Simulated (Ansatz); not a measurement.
# TiTl4W2: what a guessed cell relaxes into

Aim: relax a trial structure of TiTl4W2 and see where it ends.

Computed with Ansatz 0.2.0 (DFT PBE, scalar-relativistic, plane waves, PAW, unless a step's input says otherwise).

1 further run of the same task is left out (it didn't finish).

**1. The starting structure**

Symmetry: I4/mmm, No. 139, tetragonal system. Conventional cell: a = 7.681 Å, b = 7.681 Å, c = 6.060 Å, α = 90.00°, β = 90.00°, γ = 90.00°. Around Ti (site symmetry 4/mmm) lie 12 Tl at 3.31 to 3.70 Å. Around Tl (site symmetry m2m) lie 4 Tl at 3.00 to 3.25 Å and 4 W at 3.17 Å and 1 Ti at 3.31 Å. Around W (site symmetry -4m2) lie 2 W at 3.03 Å and 8 Tl at 3.17 Å.

As a file:

```cif
data_structure
_symmetry_space_group_name_H-M 'P 1'
_symmetry_Int_Tables_number 1
_cell_length_a 6.2195
_cell_length_b 6.2195
_cell_length_c 6.2195
_cell_angle_alpha 103.730
_cell_angle_beta 103.730
_cell_angle_gamma 121.689
_cell_volume 178.78
loop_
_atom_site_label
_atom_site_type_symbol
_atom_site_fract_x
_atom_site_fract_y
_atom_site_fract_z
_atom_site_occupancy
Ti1 Ti 0.00000 0.00000 0.00000 1
Tl1 Tl 0.30443 0.30443 0.60886 1
Tl2 Tl 0.69557 0.30443 0.00000 1
Tl3 Tl 0.30443 0.69557 0.00000 1
Tl4 Tl 0.69557 0.69557 0.39114 1
W1 W 0.25000 0.75000 0.50000 1
W2 W 0.75000 0.25000 0.50000 1
```

A structure generator made this guess: species swapped into a database cell of YbAl4Mo2 (I4/mmm, No. 139), with Ti on the Yb sites, Tl on the Al sites and W on the Mo sites. Lengths come from tabulated atomic sizes and are only a guess.

**2. The guess as it stands, on a coarse mesh**

input.yaml

```yaml
crystal:
  lattice:
    - [-3.84065063, 3.84065063, 3.03000038]
    - [3.84065063, -3.84065063, 3.03000038]
    - [3.84065063, 3.84065063, -3.03000038]
  atoms:
    - { symbol: Ti, position: [0.0, 0.0, 0.0] }
    - { symbol: Tl, position: [0.3044315, 0.3044315, 0.608863] }
    - { symbol: Tl, position: [0.6955685, 0.3044315, 0.0] }
    - { symbol: Tl, position: [0.3044315, 0.6955685, 0.0] }
    - { symbol: Tl, position: [0.6955685, 0.6955685, 0.391137] }
    - { symbol: W, position: [0.25, 0.75, 0.5] }
    - { symbol: W, position: [0.75, 0.25, 0.5] }
basis:
  ecutwfc: 420
kpoints:
  mp_grid: { grid: [4, 4, 4] }
hamiltonian:
  xc: pbe
scf:
  occupations: { method: gaussian, width: 0.1 }
  lower_state_search: "off"
output:
  forces: true
  stress: true
  eigenvalues: true
```

Launch:

```console
> ansatz run input.yaml --threads 1 --pin off --max-ram 2560MiB --backend cpu --events-out ev --progress --plain --runs-dir out
```

Further runs follow: rough relaxation on the coarse mesh; spin check on a coarse mesh; final relaxation.

What does the calculation give? Wanted: conventional cell; volume; energy over the elements; gap on the mesh; total moment.

As calculated:

```
                              quantity                                                                      value
symmetry at the end (tolerance 0.05 Å)                                               space group I4/mmm (No. 139)
                     conventional cell  a = 7.196 Å, b = 7.196 Å, c = 5.819 Å, α = 90.00°, β = 90.00°, γ = 90.00°
                                volume                                                              21.52 Å³/atom
              energy over the elements                                                              +0.96 eV/atom
                       gap on the mesh                                                               none (metal)
                          total moment                                                               1.46 μB/cell
```

The space group I4/mmm (No. 139) is kept, and the volume per atom shrinks by 15.7 % from the first guess. The formation energy is positive, so the separate elements lie lower. No finished test with a distortion of lower symmetry is shown, so the end may be a saddle point. Spin-orbit coupling is left out for Tl, W. Other magnetic orders were not searched.
